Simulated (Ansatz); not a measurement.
# Cl2GeH2O: molecular dynamics

Aim: follow the molecule's vibrations and see whether its bonds hold. The start is relaxed first. Runs: 300 steps of 0.5 fs at constant energy, with velocities drawn for 1000 K. SMILES of the start: [OH][GeH]([Cl])[Cl].

Program: Ansatz 0.2.0. Level of theory: RKS LDA/def2-SVP. These are calculated values, not measurements.

## (1) Starting point

Bond lengths: Ge1–O2 1.770 Å, O2–H3 1.010 Å, Ge1–Cl4 2.220 Å, Ge1–Cl5 2.218 Å, Ge1–H6 1.549 Å. Angles: Ge1–O2–H3 109.5°, O2–Ge1–Cl4 109.5°, O2–Ge1–Cl5 109.5°, O2–Ge1–H6 109.5°, Cl4–Ge1–Cl5 109.5°, Cl4–Ge1–H6 109.5°, Cl5–Ge1–H6 109.5°.

As a file:

```xyz
6

Ge    0.0000    0.0000    0.0000
O     0.0000    0.0000    1.7700
H    -0.9095   -0.2814    2.1071
Cl    2.0935    0.0000   -0.7393
Cl   -1.0456    1.8115   -0.7393
H    -0.7300   -1.2648   -0.5162
```

## (2) Preparing the start

The input, input.yaml:

```yaml
crystal:
  periodic: [false, false, false]
  atoms:
    - { symbol: Ge, position_ang: [0.0, 0.0, 0.0] }
    - { symbol: O, position_ang: [0.0, 0.0, 1.77] }
    - { symbol: H, position_ang: [-0.9095, -0.2814, 2.1071] }
    - { symbol: Cl, position_ang: [2.0935, 0.0, -0.7393] }
    - { symbol: Cl, position_ang: [-1.0456, 1.8115, -0.7393] }
    - { symbol: H, position_ang: [-0.73, -1.2648, -0.5162] }
basis:
  gaussian: { orbitals: def2-SVP }
hamiltonian:
  xc: lda
relax:
  f_tol: 0.02
  max_steps: 40
```

Launch:

```bash
ansatz run input.yaml --threads 1 --pin off --max-ram 2048MiB --backend cpu --events-out ev --progress --plain --runs-dir out
```

Output, shortened:

```text
Warning: RAYON_NUM_THREADS=1 ignored (pool sized by the plan → 1); use --threads N
[...]
Functional definition: SPW92
[...]
1000 factors; their error is unknown
[...]
mean field -83447.35512446 eV, -3066.6337381751 hartree, gradient 5.1e-5 eV, S^2 0.000000; 0 other end points of the search recorded, 0 dependent functions left out
[...]
reference -83447.35515164 eV, -3066.6337391738 hartree; 38, 38 occupied and 54, 54 virtual orbitals, 1000 factors
relax step   1: F+E_penalty+E_count = -83447.35512446 eV  Δ(F+E_penalty+E_count) = +0.000e0 eV  max|allowed force component| = 1.396e0 eV/Å  Δτ_max = 0.0000 Å  (26 SCF iters, accepted)
[...]
relax step   5: F+E_penalty+E_count = -83447.55723869 eV  Δ(F+E_penalty+E_count) = -4.703e-3 eV  max|allowed force component| = 3.015e-1 eV/Å  Δτ_max = 0.0756 Å  (28 SCF iters, accepted)
[...]
relax step   9: F+E_penalty+E_count = -83447.62828429 eV  Δ(F+E_penalty+E_count) = -3.233e-2 eV  max|allowed force component| = 9.987e-2 eV/Å  Δτ_max = 0.2000 Å  (29 SCF iters, accepted)
[...]
relax step  13: F+E_penalty+E_count = -83447.64280596 eV  Δ(F+E_penalty+E_count) = -6.373e-3 eV  max|allowed force component| = 5.784e-2 eV/Å  Δτ_max = 0.0487 Å  (24 SCF iters, accepted)
[...]
relax step  16: F+E_penalty+E_count = -83447.65445902 eV  Δ(F+E_penalty+E_count) = -2.040e-3 eV  max|allowed force component| = 1.131e-1 eV/Å  Δτ_max = 0.1124 Å  (27 SCF iters, accepted)
[...]
relax step  17: F+E_penalty+E_count = -83447.65635222 eV  Δ(F+E_penalty+E_count) = -1.893e-3 eV  max|allowed force component| = 2.626e-3 eV/Å  Δτ_max = 0.0263 Å  (25 SCF iters, accepted)
1000 factors; their error is unknown
[...]
mean field -83447.65635222 eV, -3066.6448080909 hartree, gradient 5.4e-5 eV, S^2 0.000000; 1 other end points of the search recorded, 0 dependent functions left out
[...]
reference -83447.65637886 eV, -3066.6448090699 hartree; 38, 38 occupied and 54, 54 virtual orbitals, 1000 factors
Total energy: -83447.65637886 eV, -3066.6448090699 hartree
Atom 0 at    -0.138564    -0.129675    -0.062930 Å, force    -0.000236     0.000241    -0.000747 eV/Å
Atom 1 at    -0.454016    -0.424106     1.630962 Å, force    -0.000703    -0.001629    -0.002126 eV/Å
Atom 2 at    -0.178786     0.319270     2.203227 Å, force     0.002626     0.001521     0.001383 eV/Å
Atom 3 at     1.951125     0.199684    -0.371745 Å, force    -0.000011     0.000866     0.002263 eV/Å
Atom 4 at    -1.134134     1.656344    -0.687160 Å, force    -0.000410     0.001122    -0.000529 eV/Å
Atom 5 at    -0.637224    -1.356217    -0.830054 Å, force    -0.001267    -0.002121    -0.000244 eV/Å
Dipole moment:    -0.032480    -0.029549     0.130556 e Å
```

Run time: 32 s. Hardware: 1 thread of Arm Neoverse V1, shared host; peak memory 0.13 GiB.

Relaxation path:

```
step  energy from step 1 (eV)  largest force component (eV/Å)
   1                   0.0000                          1.3963
   2                  -0.1783                          0.7379
   3                  -0.1924                          0.3114
   4                  -0.1974                          0.1155
   5                  -0.2021                          0.3015
   6                  -0.2023                          0.4791
   7                  -0.2080                          0.9041
   8                  -0.2408                          0.2724
   9                  -0.2732                          0.0999
 10x                  -0.2717                          0.6631
  11                  -0.2813                          0.0792
 12x                  -0.2776                          0.2684
  13                  -0.2877                          0.0578
  14                  -0.2921                          0.0901
  15                  -0.2973                          0.0600
  16                  -0.2993                          0.1131
  17                  -0.3012                          0.0026
```

Step 1 is the start. 2 steps were tried and not accepted (10, 12; marked x where the table lists them).

After: Bond lengths: Ge1–O2 1.748 Å, O2–H3 0.978 Å, Ge1–Cl4 2.138 Å, Ge1–Cl5 2.138 Å, Ge1–H6 1.530 Å. Angles: Ge1–O2–H3 112.9°, O2–Ge1–Cl4 110.0°, O2–Ge1–Cl5 109.9°, O2–Ge1–H6 107.0°, Cl4–Ge1–Cl5 106.5°, Cl4–Ge1–H6 111.7°, Cl5–Ge1–H6 111.8°.

## (3) Dynamics

300 steps of 0.5 fs at constant energy, with velocities drawn for 1000 K, from the relaxed start.

The input, input.yaml:

```yaml
crystal:
  periodic: [false, false, false]
  atoms:
    - { symbol: Ge, position_ang: [-0.138564, -0.129675, -0.06293] }
    - { symbol: O, position_ang: [-0.454016, -0.424106, 1.630962] }
    - { symbol: H, position_ang: [-0.178786, 0.31927, 2.203227] }
    - { symbol: Cl, position_ang: [1.951125, 0.199684, -0.371745] }
    - { symbol: Cl, position_ang: [-1.134134, 1.656344, -0.68716] }
    - { symbol: H, position_ang: [-0.637224, -1.356217, -0.830054] }
basis:
  gaussian: { orbitals: def2-SVP }
hamiltonian:
  xc: lda
md:
  timestep: 0.5
  n_steps: 300
  ensemble: nve
  temperature: 1000.0
  initial_velocities: maxwell_boltzmann
  seed: 518068
```

Launch:

```bash
ansatz run input.yaml --threads 1 --pin off --max-ram 2048MiB --backend cpu --events-out ev --progress --plain --runs-dir out
```

Output, shortened:

```text
Warning: RAYON_NUM_THREADS=1 ignored (pool sized by the plan → 1); use --threads N
[...]
[... 1 set-up line as earlier in the session ...]
[...]
1000 factors; their error is unknown
[...]
mean field -83447.65642265 eV, -3066.6448106794 hartree, gradient 3.1e-5 eV, S^2 0.000000; 0 other end points of the search recorded, 0 dependent functions left out
[...]
reference -83447.65644932 eV, -3066.6448116594 hartree; 38, 38 occupied and 54, 54 virtual orbitals, 1000 factors
md step     0: t =     0.00 fs  T =  1000.0 K  F+E_penalty+E_count = -83447.65642265 eV  E_kin = 0.517040 eV  conserved = -83447.13938266 eV  (26 SCF iters)
[...]
md step    20: t =    10.00 fs  T =   297.3 K  F+E_penalty+E_count = -83447.29190468 eV  E_kin = 0.153693 eV  conserved = -83447.13821123 eV  (27 SCF iters)
[...]
md step    40: t =    20.00 fs  T =   680.9 K  F+E_penalty+E_count = -83447.49019827 eV  E_kin = 0.352038 eV  conserved = -83447.13816018 eV  (26 SCF iters)
[...]
md step    60: t =    30.00 fs  T =   498.5 K  F+E_penalty+E_count = -83447.39655509 eV  E_kin = 0.257755 eV  conserved = -83447.13880050 eV  (25 SCF iters)
[...]
md step    80: t =    40.00 fs  T =   333.9 K  F+E_penalty+E_count = -83447.31159394 eV  E_kin = 0.172654 eV  conserved = -83447.13893951 eV  (25 SCF iters)
md step    81: t =    40.50 fs  T =   323.8 K  F+E_penalty+E_count = -83447.30612426 eV  E_kin = 0.167407 eV  conserved = -83447.13871769 eV  (26 SCF iters)
md step    82: t =    41.00 fs  T =   307.8 K  F+E_penalty+E_count = -83447.29754755 eV  E_kin = 0.159143 eV  conserved = -83447.13840488 eV  (26 SCF iters)
```

## (4) The log goes on: dynamics from the start

The log, continued, shortened:

```text
md step    83: t =    41.50 fs  T =   295.1 K  F+E_penalty+E_count = -83447.29071436 eV  E_kin = 0.152593 eV  conserved = -83447.13812126 eV  (26 SCF iters)
[...]
md step   108: t =    54.00 fs  T =   531.3 K  F+E_penalty+E_count = -83447.41384970 eV  E_kin = 0.274715 eV  conserved = -83447.13913491 eV  (28 SCF iters)
[...]
md step   133: t =    66.50 fs  T =   386.0 K  F+E_penalty+E_count = -83447.33841333 eV  E_kin = 0.199566 eV  conserved = -83447.13884732 eV  (26 SCF iters)
[...]
md step   158: t =    79.00 fs  T =   567.8 K  F+E_penalty+E_count = -83447.43211167 eV  E_kin = 0.293577 eV  conserved = -83447.13853472 eV  (26 SCF iters)
[...]
md step   183: t =    91.50 fs  T =   592.7 K  F+E_penalty+E_count = -83447.44454423 eV  E_kin = 0.306471 eV  conserved = -83447.13807300 eV  (26 SCF iters)
md step   184: t =    92.00 fs  T =   638.9 K  F+E_penalty+E_count = -83447.46841722 eV  E_kin = 0.330330 eV  conserved = -83447.13808705 eV  (26 SCF iters)
md step   185: t =    92.50 fs  T =   697.3 K  F+E_penalty+E_count = -83447.49896604 eV  E_kin = 0.360550 eV  conserved = -83447.13841590 eV  (26 SCF iters)
```

## (5) More of the same log: dynamics from the start

The log, continued, shortened:

```text
md step   186: t =    93.00 fs  T =   758.7 K  F+E_penalty+E_count = -83447.53115554 eV  E_kin = 0.392285 eV  conserved = -83447.13887093 eV  (26 SCF iters)
[...]
md step   207: t =   103.50 fs  T =   505.3 K  F+E_penalty+E_count = -83447.39984375 eV  E_kin = 0.261285 eV  conserved = -83447.13855914 eV  (26 SCF iters)
[...]
md step   228: t =   114.00 fs  T =   520.8 K  F+E_penalty+E_count = -83447.40736662 eV  E_kin = 0.269254 eV  conserved = -83447.13811275 eV  (26 SCF iters)
[...]
md step   249: t =   124.50 fs  T =   772.5 K  F+E_penalty+E_count = -83447.53825865 eV  E_kin = 0.399433 eV  conserved = -83447.13882607 eV  (25 SCF iters)
[...]
md step   299: t =   149.50 fs  T =   625.0 K  F+E_penalty+E_count = -83447.46136788 eV  E_kin = 0.323134 eV  conserved = -83447.13823338 eV  (25 SCF iters)
[...]
md step   300: t =   150.00 fs  T =   605.3 K  F+E_penalty+E_count = -83447.45114487 eV  E_kin = 0.312985 eV  conserved = -83447.13815971 eV  (28 SCF iters)
Total energy: -83447.45117176 eV, -3066.6372678482 hartree
Atom 0 at    -0.093758    -0.090332    -0.080016 Å, force    -0.033907    -0.777061    -1.251832 eV/Å
Atom 1 at    -0.549746    -0.322563     1.568153 Å, force    -0.406658     0.918064     1.555049 eV/Å
Atom 2 at    -0.849811     0.524352     2.049188 Å, force     0.570565    -1.386154    -1.022374 eV/Å
Atom 3 at     2.037445     0.105668    -0.375887 Å, force    -0.387724     0.216227     0.193230 eV/Å
Atom 4 at    -1.253980     1.616364    -0.608968 Å, force     0.107851     0.400515    -0.254030 eV/Å
Atom 5 at    -0.496168    -1.295306    -1.052257 Å, force     0.149873     0.628409     0.779957 eV/Å
Dipole moment:    -0.176593     0.029339     0.114750 e Å
```

Run time: 7.7 min. Hardware: 1 thread of Arm Neoverse V1, shared host; peak memory 0.16 GiB.

## (6) Frames and traces

One step in 22; energies are changes from step 0:

```
time (fs)  T (K)  potential energy change (meV/atom)  total energy change (meV/atom)
      0.0   1000                                 0.0                            0.00
     11.0    258                                64.2                            0.28
     22.0    782                                18.8                            0.01
     33.0    298                                60.7                            0.22
     44.0    446                                47.9                            0.12
     55.0    417                                50.4                            0.14
     66.0    310                                59.6                            0.17
     77.0    712                                24.9                            0.08
     88.0    333                                57.7                            0.22
     99.0    817                                15.8                            0.05
    110.0    433                                49.0                            0.19
    121.0    676                                28.0                            0.10
    132.0    389                                52.9                            0.19
    143.0    465                                46.2                            0.09
    150.0    605                                34.2                            0.20
```

time (fs), T (K) and a bar:
```
      0.0       1000 ##############################
      6.5        531 #############
     13.0        398 ########
     19.5        662 ##################
     26.0        556 ##############
     32.5        353 ######
     39.0        318 #####
     45.5        555 ##############
     52.0        586 ###############
     58.5        197 #
     65.0        192 
     71.5        691 ###################
     78.5        604 ###############
     85.0        324 #####
     91.5        593 ###############
     98.0        837 ########################
    104.5        411 ########
    111.0        461 ##########
    117.5        682 ##################
    124.0        744 #####################
    130.5        496 ############
    137.0        183 
    143.5        485 ###########
    150.0        605 ################
```

Maxima of the velocity power spectrum (cm⁻¹, relative height; resolution about 440 cm⁻¹): 720 (100), 2110 (14), 3720 (11).

## (7) Positions and forces

Extended XYZ, with forces in eV/Å:

```xyz
6
time_fs=19.0 T=650 dE=0.1819
Ge   -0.160   -0.171   -0.053    0.148    1.918    0.136
O    -0.371   -0.438    1.654   -0.769   -0.957   -0.580
H     0.093    0.211    2.185    0.509    0.689    0.502
Cl    1.893    0.256   -0.361    0.464   -0.170   -0.055
Cl   -1.075    1.688   -0.725    0.015   -0.323    0.336
H    -0.729   -1.140   -1.002   -0.367   -1.157   -0.339
6
time_fs=37.5 T=275 dE=0.3759
Ge   -0.190   -0.176   -0.065    0.583    0.205    1.484
O    -0.334   -0.473    1.681   -1.111   -0.577   -1.306
H     0.254    0.028    2.228    0.969    1.060    0.896
Cl    1.874    0.296   -0.356    0.243   -0.242   -0.192
Cl   -1.019    1.691   -0.735   -0.359   -0.476    0.019
H    -0.606   -1.607   -0.368   -0.325    0.029   -0.901
6
time_fs=56.0 T=300 dE=0.3631
Ge   -0.203   -0.177   -0.040    0.465    0.142   -1.948
O    -0.322   -0.469    1.654   -1.406   -1.375   -0.345
H     0.239    0.154    2.096    1.046    1.077    0.939
Cl    1.879    0.313   -0.366    0.014   -0.461    0.064
Cl   -0.995    1.659   -0.739   -0.603    0.611    0.171
H    -0.847   -1.133   -1.143    0.484    0.005    1.118
6
time_fs=75.0 T=701 dE=0.1554
Ge   -0.183   -0.161   -0.052    0.058   -1.163    0.051
O    -0.368   -0.485    1.678   -0.664   -0.469   -1.100
H     0.163    0.121    2.195    0.563    0.699    0.616
Cl    1.887    0.289   -0.373    0.130   -0.261   -0.021
Cl   -1.026    1.669   -0.731   -0.440    0.027    0.030
H    -0.714   -1.519   -0.760    0.354    1.167    0.423
6
time_fs=94.0 T=841 dE=0.0821
Ge   -0.144   -0.151   -0.051   -0.312    0.229    0.341
O    -0.436   -0.461    1.648   -0.029    0.052    0.087
H    -0.065    0.150    2.317   -0.021    0.061   -0.278
Cl    1.911    0.240   -0.382    0.391   -0.006   -0.062
Cl   -1.097    1.685   -0.717    0.077   -0.617    0.155
H    -0.583   -1.499   -0.650   -0.106    0.282   -0.243
6
time_fs=112.5 T=470 dE=0.2752
Ge   -0.119   -0.132   -0.045    0.127    1.553   -0.416
O    -0.499   -0.426    1.621    0.205    0.748    0.718
H    -0.348    0.434    2.116   -0.205   -0.947   -0.368
Cl    1.965    0.189   -0.392    0.014   -0.034    0.203
Cl   -1.162    1.658   -0.688    0.218    0.100    0.341
H    -0.659   -0.979   -1.112   -0.360   -1.420   -0.478
6
time_fs=131.0 T=458 dE=0.2809
Ge   -0.109   -0.092   -0.081    0.344   -0.405    1.521
O    -0.551   -0.390    1.610   -0.046    1.188    0.612
H    -0.746    0.396    2.209    0.408   -0.902   -0.953
Cl    2.020    0.137   -0.388   -0.431    0.262    0.039
Cl   -1.210    1.629   -0.635    0.006    0.167   -0.378
H    -0.424   -1.505   -0.490   -0.281   -0.311   -0.841
6
time_fs=150.0 T=605 dE=0.2053
Ge   -0.094   -0.090   -0.080   -0.034   -0.777   -1.252
O    -0.550   -0.323    1.568   -0.407    0.918    1.555
H    -0.850    0.524    2.049    0.571   -1.386   -1.022
Cl    2.037    0.106   -0.376   -0.388    0.216    0.193
Cl   -1.254    1.616   -0.609    0.108    0.401   -0.254
H    -0.496   -1.295   -1.052    0.150    0.628    0.780
```

## (8) Results

| quantity | value |
| --- | --- |
| relaxation of the start | 14 moves, 0.301 eV lower |
| length | 300 steps of 0.5 fs |
| temperature, first and last step | 1000 and 605 K |
| temperature, second half | mean 537 K, from 178 to 851 K |
| potential energy, second half | +40 meV/atom from the start |
| largest change of the total energy | 0.29 meV/atom |
| bonds formed or broken | 0 |

**Reading.** The temperature starts at 1000 K and averages 537 K in the second half, where it ranges from 178 to 851 K. About half is expected from a start at a minimum: kinetic energy passes into potential energy until both shares match. The total energy strays from its start by at most 0.29 meV/atom, 0.7 % of the mean kinetic energy, so a step of 0.5 fs is short enough over this time. No bond forms or breaks. Averages from a run of 150 fs with 6 atoms are rough. The nuclei move classically, without zero-point motion, which matters most for hydrogen.
